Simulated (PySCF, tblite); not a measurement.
# C5H10Cl2Si: geometry, infrared bands and NMR shifts

Aim: predict the infrared bands and NMR shifts of C5H10Cl2Si (`ClC[Si@H](Cl)CC1CC1`).

The runs use tblite 0.8.0 and PySCF 2.14.0, with density-fitted response routines of our own; the level of theory stands in each step. All values are computed, except where a source is named. Atoms are numbered from 0 throughout.

### 1 The molecule as given

18 atoms, charge 0, multiplicity 1; geometry from: force field or distance geometry start.

Bonds of the start (Å): Cl0–C1 1.78, C1–Si2 1.85, Si2–Cl3 2.05, Si2–C4 1.89, C4–C5 1.52, C5–C6 1.50, C6–C7 1.50, C7–C5 1.51, C1–H8 1.10, C1–H9 1.08, Si2–H10 1.48, C4–H11 1.09, C4–H12 1.10, C5–H13 1.09, C6–H14 1.09, C6–H15 1.08, C7–H16 1.09, C7–H17 1.07.

### 2 Optimising the geometry with GFN2-xTB

What the job is given:

```
{"job": {"kind": "relax", "xc": "GFN2-xTB", "basis": "xTB"}, "charge": 0, "multiplicity": 1}
Cl     1.899100     2.420100     0.408400
C      2.205300     0.909800    -0.473900
Si     1.745900    -0.536000     0.589400
Cl     2.246300    -2.260100    -0.405800
C     -0.103500    -0.586700     0.976600
C     -1.029700    -0.625000    -0.222800
C     -2.464300    -0.210500    -0.054000
C     -1.523800     0.652500    -0.847800
H      3.279800     0.889700    -0.712700
H      1.639600     0.936900    -1.394600
H      2.510200    -0.557000     1.853600
H     -0.345500     0.274800     1.604100
H     -0.302300    -1.473800     1.589100
H     -0.842700    -1.483900    -0.864300
H     -2.797600     0.165200     0.916300
H     -3.223600    -0.776600    -0.573600
H     -1.657000     0.669100    -1.925700
H     -1.245000     1.598000    -0.427000
```

Command:

```
$ OMP_NUM_THREADS=1 python probes_run.py task.json out
```

The driver reads the jobs from task.json and runs them one after another.

**Question.** This job is followed by: GFN2-xTB harmonic vibrations, gas phase; GIAO PBE0/pcSseg-1 NMR shielding, non-relativistic, gas phase. What will the session give for the following? strongest single infrared mode (GFN2-xTB); zero-point energy (GFN2-xTB); ¹³C shifts against TMS (PBE0/pcSseg-1); ¹H shifts against TMS (PBE0/pcSseg-1); ³⁵Cl shifts against HCl (PBE0/pcSseg-1); ²⁹Si shifts against TMS (PBE0/pcSseg-1).

**Answer**, as computed:

| quantity | value |
| --- | --- |
| strongest single infrared mode (GFN2-xTB) | 2267 cm⁻¹, 196 km/mol |
| zero-point energy (GFN2-xTB) | 85.7 kcal/mol |
| ¹³C shifts against TMS (PBE0/pcSseg-1) | 33.3, 22.4, 7.8, 6.7, 6.6 ppm |
| ¹H shifts against TMS (PBE0/pcSseg-1) | 5.12, 3.38, 3.19, 1.58, 0.85, 0.59, 0.44, 0.43, 0.24, 0.03 ppm |
| ³⁵Cl shifts against HCl (PBE0/pcSseg-1) | 12, -30 ppm |
| ²⁹Si shifts against TMS (PBE0/pcSseg-1) | 1.8 ppm |

**Reading.** The optimisation took 72 steps and gained 0.096 eV; among the close pairs (by a distance rule), C1–Si2 changed most, from 1.853 to 1.916 Å. All 48 modes are real, so the xTB geometry is a minimum. The strongest single mode, at 2267 cm⁻¹, moves mainly H10. Unscaled tight-binding wavenumbers are off by several per cent, some by more. Its intensities can rank the bands wrongly. At PBE0/pcSseg-1: Shielding is most anisotropic at Cl0 (span 258 ppm, paramagnetic term -209 ppm).
